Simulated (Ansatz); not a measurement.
Ba2Tl5V3O12:

```
CELL_PARAMETERS angstrom
6.65272 0.04946 0.02017
2.86070 8.36464 0.00384
2.68279 2.46936 9.19569
ATOMIC_POSITIONS crystal
Ba 0.80419 0.04665 0.02264
Ba 0.21205 0.95157 0.34012
V 0.74540 0.70796 0.33582
V 0.25963 0.26599 0.03225
V 0.04074 0.07695 0.66106
Tl 0.25636 0.39847 0.35003
Tl 0.58966 0.34866 0.60553
Tl 0.57327 0.88069 0.66842
Tl 0.74552 0.49664 0.11648
Tl 0.11891 0.64206 0.74303
O 0.28433 0.09717 0.54175
O 0.85350 0.49575 0.34386
O 0.40255 0.20448 0.17282
O 0.88414 0.05377 0.55967
O 0.14017 0.47956 0.98899
O 0.54627 0.73631 0.48712
O 0.90594 0.24279 0.73262
O 0.61543 0.80058 0.18857
O 0.05538 0.16451 0.10164
O 0.08209 0.90404 0.80708
O 0.44178 0.20123 0.89187
O 0.94269 0.80417 0.30862
```

The cell was built by a generator and needn't be a form met in nature.

```yaml
Program: Ansatz 0.2.0
Task: relaxation of cell and atoms
Functional: r2SCAN
Potentials_or_basis: Ansatz PAW
Cutoff: "500 eV (not typed: the program's choice for these potentials)"
k_mesh: 3 × 3 × 2
Occupations: fermi-dirac, width 0.05 eV
Spin: collinear spin, ferromagnetic start
Starting_moments: "[0.0, 0.0, 2.0, 2.0, 2.0, 0.0, 0.0, 0.0, 0.0, 0.0, 0.0, 0.0, 0.0, 0.0, 0.0, 0.0, 0.0, 0.0, 0.0, 0.0, 0.0, 0.0] μB"
```

At the start: volume 23.18 Å³/atom.

Task: Where does the relaxation end?

Result: It ends after 13 steps and the volume is 21.27 Å³/atom (-8.3 %); space group P1 (No. 1, to 0.05 Å); moment 0.00 μB per cell.

The path:
```tsv
step	energy change (eV)	largest force (eV/Å)	volume (Å³)
1	0.0000	0.4716	510.04
2	-0.0199	0.4407	466.99
3	-0.1386	0.1172	485.62
4	-0.1499	0.2018	476.79
5	-0.1617	0.1372	476.19
6	-0.1658	0.0769	475.39
7	-0.1713	0.0836	472.18
8	-0.1742	0.0492	470.36
9	-0.1763	0.0445	468.55
10	-0.1771	0.0151	468.12
11	-0.1773	0.0128	467.86
12	-0.1775	0.0060	467.90
13	-0.1654	0.0062	467.90
```

Final structure:
```
Ba V Tl O
1.0
     6.57688   -0.04548   -0.05837
     2.71305    7.86241   -0.20520
     2.51186    2.10249    8.95597
Ba V Tl O
2 3 5 12
Cartesian
  5.4406 0.2394 0.2040
  4.8277 8.2164 2.8500
  7.6007 6.1722 2.8398
  2.5258 2.1057 0.1575
  2.2368 2.1237 5.9460
  3.7000 4.0250 3.0338
  6.3694 4.0237 5.4045
  7.8268 8.4068 5.9481
  6.4620 3.9483 0.7380
  4.2382 6.5263 6.3777
  3.5792 2.0656 4.8504
  7.7895 4.4495 2.9136
  3.6839 2.0188 1.4403
  7.4236 1.6656 4.9749
  4.7274 5.8301 8.6086
  6.8042 6.7878 4.2274
  8.5478 3.5772 6.6266
  6.5732 6.5385 1.5126
  1.0819 1.4881 0.8648
  5.1403 8.8004 6.9784
  5.6472 3.2242 7.8914
  9.0803 6.9382 2.5064
```

Caveat: the magnetic or orbital state may not be the lowest; the plane-wave basis is chosen anew once the cell has moved, so the energies of steps on either side of that aren't comparable; the PAW data sets come from PBE, with cores solved anew for the run's functional, which leaves a small shift of forces and pressure; the starting moments weren't kept.
